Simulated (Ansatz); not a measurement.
# Ti2GeC: properties at the relaxed cell

An exercise on one series of results from a longer session: the logs are not shown, and one member is left open.

Computed with Ansatz 0.2.0 (DFT r2SCAN, scalar-relativistic, plane waves, PAW, unless a step's input says otherwise).

## The starting structure

Symmetry: P6_3/mmc, No. 194, hexagonal system. Conventional cell: a = 3.085 Å, b = 3.085 Å, c = 12.905 Å, α = 90.00°, β = 90.00°, γ = 120.00°. Around Ti (site symmetry 3m) lie 3 C at 2.12 Å. Ge (site symmetry -6m2) has 6 Ti at 2.73 Å and 6 Ge at 3.09 Å as nearest neighbours. C (site symmetry -3m) is surrounded by 6 Ti at 2.12 Å.

Coordinates:

```
Ti Ge C
1.0
     3.08504    0.00000    0.00000
    -1.54252    2.67172    0.00000
     0.00000    0.00000   12.90526
Ti Ge C
4 2 2
Direct
  0.66667 0.33333 0.58931
  0.33333 0.66667 0.41069
  0.33333 0.66667 0.08931
  0.66667 0.33333 0.91069
  0.66667 0.33333 0.25000
  0.33333 0.66667 0.75000
  0.00000 0.00000 0.50000
  0.00000 0.00000 0.00000
```

It goes back to an entry of the Materials Project.

It is the result of an earlier relaxation at this level (volume 13.30 Å³/atom; gap on the mesh: none (metal)).

The first run:

File input.yaml:

```yaml
crystal:
  lattice:
    - [3.0538765975, 0.0, 0.0]
    - [-1.5269382988, 2.6447347135, 0.0]
    - [0.0, 0.0, 12.7748938059]
  atoms:
    - { symbol: Ti, position: [0.6666666667, 0.3333333333, 0.5893059173] }
    - { symbol: Ti, position: [0.3333333333, 0.6666666667, 0.4106940827] }
    - { symbol: Ti, position: [0.3333333333, 0.6666666667, 0.0893059173] }
    - { symbol: Ti, position: [0.6666666667, 0.3333333333, 0.9106940827] }
    - { symbol: Ge, position: [0.6666666667, 0.3333333333, 0.25] }
    - { symbol: Ge, position: [0.3333333333, 0.6666666667, 0.75] }
    - { symbol: C, position: [0.0, 0.0, 0.5] }
    - { symbol: C, position: [0.0, 0.0, 0.0] }
basis:
  ecutwfc: 500
kpoints:
  mp_grid: { grid: [15, 15, 4] }
hamiltonian:
  xc: r2scan
scf:
  occupations: { method: gaussian, width: 0.1 }
output:
  forces: true
  stress: true
  eigenvalues: true
relax:
  adjacent_minimum: "off"
  f_tol: 0.01
  max_steps: 30
  cell: { stress_tol: 0.1, fix: [volume] }
```

On the command line:

```console
> ansatz run input.yaml --threads 4 --pin off --max-ram 10240MiB --backend cpu --events-out ev --progress --plain --runs-dir out
```

Steps of the session up to this table: The cell scaled to 0.97 of its volume; Volume × 1.03; Volume × 0.94; The cell scaled to 1.06 of its volume; The cell scaled to 0.91 of its volume; Point at V/V0 = 1.10; Volume × 0.88.

One of the session's tables, all rows but one given; the rest of the session is left out.

It belongs to the step «Fit of the equation of state». 

| volume (Å³/atom) | energy above the lowest point (meV/atom) | pressure (GPa) |
| --- | --- | --- |
| 11.701 | 124.1 | 27.90 |
| 12.100 | 65.8 | 19.17 |
| 12.498 | 27.6 | 11.73 |
| 12.897 | ? | ? |
| 13.296 | 0.0 | 0.00 |
| 13.695 | 5.9 | -4.61 |
| 14.094 | 22.4 | -8.51 |
| 14.626 | 58.1 | -12.77 |

Estimate the missing values for volume (Å³/atom) = 12.897.

Worked estimate for «energy above the lowest point (meV/atom)». A straight line through the neighbours (12.498, 27.6) and (13.296, 0.0) gives 27.6 + (0.0 − 27.6) × (12.897 − 12.498) / (13.296 − 12.498) = 13.8; a parabola fitted to 4 rows on both sides gives 6.4.

**Answer.** energy above the lowest point (meV/atom): 6.5; pressure (GPa): 5.39. In «energy above the lowest point (meV/atom)» the line misses by +7.3 and the parabola by -0.1.
